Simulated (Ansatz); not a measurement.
# GeH3Cl (SMILES [Cl][GeH3]): PBE0/def2-TZVP

Aim: the electronic atomisation energy of GeH3Cl at PBE0/def2-TZVP, from 4 runs. 

The results are computed with Ansatz 0.2.0.

46 further runs of the same task are left out: 6 that didn't finish, 40 set aside as unsound or not needed.

## (1) The system as given

GeH3Cl: 5 atoms, total charge 0, spin state singlet. SMILES: `[Cl][GeH3]`. Geometry: relaxed at PBE0-D4/def2-TZVP.

Bond lengths: Cl1–Ge2 2.155 Å, Ge2–H3 1.532 Å, Ge2–H4 1.532 Å, Ge2–H5 1.532 Å. Angles: Cl1–Ge2–H3 107.1°, Cl1–Ge2–H4 107.1°, Cl1–Ge2–H5 107.1°, H3–Ge2–H4 111.7°, H3–Ge2–H5 111.7°, H4–Ge2–H5 111.7°.

## (2) A single-point energy at PBE0/def2-TZVP

job.yaml

```yaml
crystal:
  periodic: [false, false, false]
  atoms:
    - symbol: Cl
      position_ang: [-1.875800, -0.025100, 0.641300]
    - symbol: Ge
      position_ang: [0.161800, -0.013900, -0.060600]
    - symbol: H
      position_ang: [0.160400, 0.656200, -1.438100]
    - symbol: H
      position_ang: [0.619000, -1.473700, -0.140600]
    - symbol: H
      position_ang: [0.984500, 0.782900, 0.956700]
basis:
  gaussian: {orbitals: def2-TZVP}
hamiltonian: {xc: {name: PBE0}}
accuracy: high
output: {orbitals: {seedname: orbitals}}
```

Run with:

```
$ ansatz run job.yaml --threads 1 --pin off --max-ram 3480MiB --events-out events.jsonl --progress --plain --runs-dir runs
```

The program printed:

```text
Warning: RAYON_NUM_THREADS=1 ignored (pool sized by the plan → 1); use --threads N
Functional definition: PBE0
  name "PBE0"
  parameter a = 0.25
  parameter kappa = 0.804
  parameter beta = 0.06672455060314922
  exchange = (1 - a)*pbe_x(kappa = kappa, mu = beta*pi^2/3) + a*exact_x
  correlation = pbe_c(beta = beta)
1678 factors; integrals over basis functions are off by at most 4.4e-9 eV
mean field evaluation 1: about -69079.2315 eV, gradient 1.9e1 eV
mean field evaluation 2: about -69079.2370 eV, gradient 2.1e1 eV
mean field evaluation 4: about -69079.6654 eV, gradient 5.4e-1 eV
mean field evaluation 8: about -69079.7281 eV, gradient 1.0e-1 eV
mean field evaluation 16: about -69079.7282 eV, gradient 1.8e-6 eV
mean field -69079.72815339 eV, -2538.6331857156 hartree, gradient 1.7e-8 eV, S^2 0.000000; 0 other end points of the search recorded, 0 dependent functions left out
reference -69079.72815562 eV, -2538.6331857975 hartree; 26, 26 occupied and 77, 77 virtual orbitals, 1678 factors
Total energy: -69079.72815562 eV, -2538.6331857975 hartree
```

Run time: 7.2 s. Hardware: 1 thread of Arm Neoverse V1, shared host; peak memory 0.3 GiB.

## (3) The Cl atom

input.yaml

```yaml
basis:
  gaussian:
    orbitals: def2-TZVP
crystal:
  periodic: [false, false, false]
  atoms:
    - {symbol: Cl, position_ang: [0.000000, 0.000000, 0.000000]}
magnetization:
  spin_polarized: true
  initial_magnetization: 1
hamiltonian:
  xc: pbe0
accuracy: high
```

Run the same way, it converges to -459.99740 Eh (log not shown).

## (4) The Ge atom

input.yaml

```yaml
crystal:
  periodic: [false, false, false]
  atoms:
    - {symbol: Ge, position_ang: [0.000000, 0.000000, 0.000000]}
basis:
  gaussian:
    orbitals: def2-TZVP
magnetization:
  spin_polarized: true
  initial_magnetization: 2
hamiltonian:
  xc: pbe0
accuracy: high
```

Run with:

```
$ ansatz run input.yaml --threads 1 --pin off --max-ram 3480MiB --events-out events.jsonl --progress --plain --runs-dir runs
```

The program printed, shortened:

```text
Warning: RAYON_NUM_THREADS=1 ignored (pool sized by the plan → 1); use --threads N
[... 7 set-up lines as earlier in the session ...]
486 factors; integrals over basis functions are off by at most 4.4e-9 eV
mean field evaluation 1: about -56508.5906 eV, gradient 6.1e0 eV
mean field evaluation 2: about -56508.6332 eV, gradient 5.3e0 eV
mean field evaluation 4: about -56508.6645 eV, gradient 1.1e-1 eV
mean field evaluation 8: about -56508.6657 eV, gradient 7.3e-4 eV
mean field evaluation 16: about -56508.6657 eV, gradient 4.7e-8 eV
mean field -56508.66570993 eV, -2076.6551618906 hartree, gradient 1.7e-8 eV, S^2 2.003394; 0 other end points of the search recorded, 0 dependent functions left out
reference -56508.66571143 eV, -2076.6551619458 hartree; 17, 15 occupied and 31, 33 virtual orbitals, 486 factors
Total energy: -56508.66571143 eV, -2076.6551619458 hartree
```

It took 2.1 s on 1 thread of Arm Neoverse V1, shared host; peak memory 0.11 GiB.

## (5) The H atom, same level

in.yaml

```yaml
basis:
  gaussian: {orbitals: def2-TZVP}
crystal:
  periodic: [false, false, false]
  atoms:
    - {symbol: H, position_ang: [0.000000, 0.000000, 0.000000]}
magnetization: {spin_polarized: true, initial_magnetization: 1}
hamiltonian: {xc: pbe0}
accuracy: high
```

Run the same way, it converges to -0.50104 Eh (log not shown).

## (6) Outcome

Level: PBE0/def2-TZVP.

| quantity | value |
| --- | --- |
| molecule: total energy | -2538.63319 Eh |
| molecule: HOMO energy | -8.78 eV |
| molecule: LUMO energy | -0.28 eV |
| molecule: HOMO–LUMO gap | 8.50 eV |
| Cl atom: total energy | -459.99740 Eh |
| Cl atom: ⟨S²⟩ | 0.754 |
| Ge atom: total energy | -2076.65516 Eh |
| Ge atom: ⟨S²⟩ | 2.003 |
| H atom: total energy | -0.50104 Eh |
| H atom: ⟨S²⟩ | 0.750 |
| electronic atomisation energy | 12.994 eV |

Taking the molecule apart into free atoms costs 12.99 eV (1254 kJ/mol), before zero-point energy and without spin-orbit coupling.
